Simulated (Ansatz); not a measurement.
**SnH2Br+ (SMILES [Br][SnH2+]): single points off equilibrium**

How do the functionals fare away from a minimum? The structure is a structure displaced at random from a GFN2-xTB minimum.

Method: single points in def2-TZVPP; program: Ansatz 0.2.0, Gaussian basis.

Correlated methods freeze the cores. Filled d shells of the heavier atoms are correlated. Core potentials replace the inner electrons past krypton, and spin-orbit coupling is left out. B3LYP uses VWN-RPA correlation.

## (1) The starting structure

SMILES `[Br][SnH2+]`, 4 atoms, charge 1, spin multiplicity 1.

Atoms are counted from 1 here; the program's logs count them from 0.

Bond lengths: Br1–Sn2 2.383 Å, Sn2–H3 1.663 Å, Sn2–H4 1.870 Å. Angles: Br1–Sn2–H3 128.6°, Br1–Sn2–H4 117.0°, H3–Sn2–H4 114.2°.

As a file:

```
atom    x (Å)    y (Å)    z (Å)
 Br1  -2.1415   0.1586  -0.7812
 Sn2   0.0595  -0.1109   0.0903
  H3   0.7906  -1.4951   0.6520
  H4   1.1962   1.3717  -0.0016
```

## (2) CCSD(T)/def2-TZVPP

Contents of run/in.yaml:

```yaml
crystal:
  periodic: [false, false, false]
  atoms:
    - {symbol: Br, position_ang: [-2.141500, 0.158600, -0.781200]}
    - {symbol: Sn, position_ang: [0.059500, -0.110900, 0.090300]}
    - {symbol: H, position_ang: [0.790600, -1.495100, 0.652000]}
    - {symbol: H, position_ang: [1.196200, 1.371700, -0.001600]}
basis:
  gaussian: {orbitals: def2-TZVPP}
total_charge: 1
correlation: {method: ccsd_t}
output: {forces: true}
```

The command line of these runs was not kept.

## (3) PBE0-D4/def2-TZVPP

run/in.yaml, as its differences from that of step 2:

```diff
@@ -10,3 +10,3 @@
 total_charge: 1
-correlation: {method: ccsd_t}
-output: {forces: true}
+hamiltonian: {xc: pbe0, dispersion: d4}
+output: {forces: true, orbitals: {seedname: orbitals}}
```

## (4) wB97M-V/def2-TZVPP

run/in.yaml, as its differences from that of step 3:

```diff
@@ -10,3 +10,3 @@
 total_charge: 1
-hamiltonian: {xc: pbe0, dispersion: d4}
-output: {forces: true, orbitals: {seedname: orbitals}}
+hamiltonian: {xc: {name: wB97M-V}}
+output: {forces: true}
```

## (5) r2SCAN-D4/def2-TZVPP

run/in.yaml, as its differences from that of step 4:

```diff
@@ -10,3 +10,3 @@
 total_charge: 1
-hamiltonian: {xc: {name: wB97M-V}}
+hamiltonian: {xc: r2scan, dispersion: d4}
 output: {forces: true}
```

## (6) PBE-D4/def2-TZVPP

run/in.yaml, as its differences from that of step 5:

```diff
@@ -10,3 +10,3 @@
 total_charge: 1
-hamiltonian: {xc: r2scan, dispersion: d4}
+hamiltonian: {xc: pbe, dispersion: d4}
 output: {forces: true}
```

## (7) B3LYP-D4/def2-TZVPP

run/in.yaml, as its differences from that of step 6:

```diff
@@ -10,3 +10,3 @@
 total_charge: 1
-hamiltonian: {xc: pbe, dispersion: d4}
+hamiltonian: {xc: {name: B3LYP}, dispersion: d4}
 output: {forces: true}
```

## (8) SPW92/def2-TZVPP

run/in.yaml, as its differences from that of step 7:

```diff
@@ -10,3 +10,3 @@
 total_charge: 1
-hamiltonian: {xc: {name: B3LYP}, dispersion: d4}
+hamiltonian: {xc: lda}
 output: {forces: true}
```

(Steps that only read results are left out.)

**Question.** What will these runs give? Wanted: energy less free atoms, CCSD(T)/def2-TZVPP; RMS force component; RMS force error; HOMO and LUMO, PBE0-D4; T1 diagnostic.

**Answer**, as computed:

| quantity | value |
| --- | --- |
| energy less free atoms, CCSD(T)/def2-TZVPP | -3.4 kJ/mol |
| RMS force component | 0.831 to 0.934 eV/Å over the methods |
| RMS force error | PBE0-D4 0.061, wB97M-V 0.043, r2SCAN-D4 0.067, PBE-D4 0.194, B3LYP-D4 0.147, SPW92 0.177 eV/Å |
| HOMO and LUMO, PBE0-D4 | -14.13 and -8.97 eV |
| T1 diagnostic | 0.013 |

Against CCSD(T) the functionals' energies less atoms differ by -135.6 to +0.3 kJ/mol, PBE-D4 by -20.9 kJ/mol. A larger basis would deepen the CCSD(T) value, while the functionals are nearly converged already, so the order here is not reliable. The forces of wB97M-V come nearest to CCSD(T), those of PBE-D4 are farthest. Frozen-core CCSD(T) forces in triple zeta carry basis errors of their own, and this is one geometry, so small gaps rank nothing.
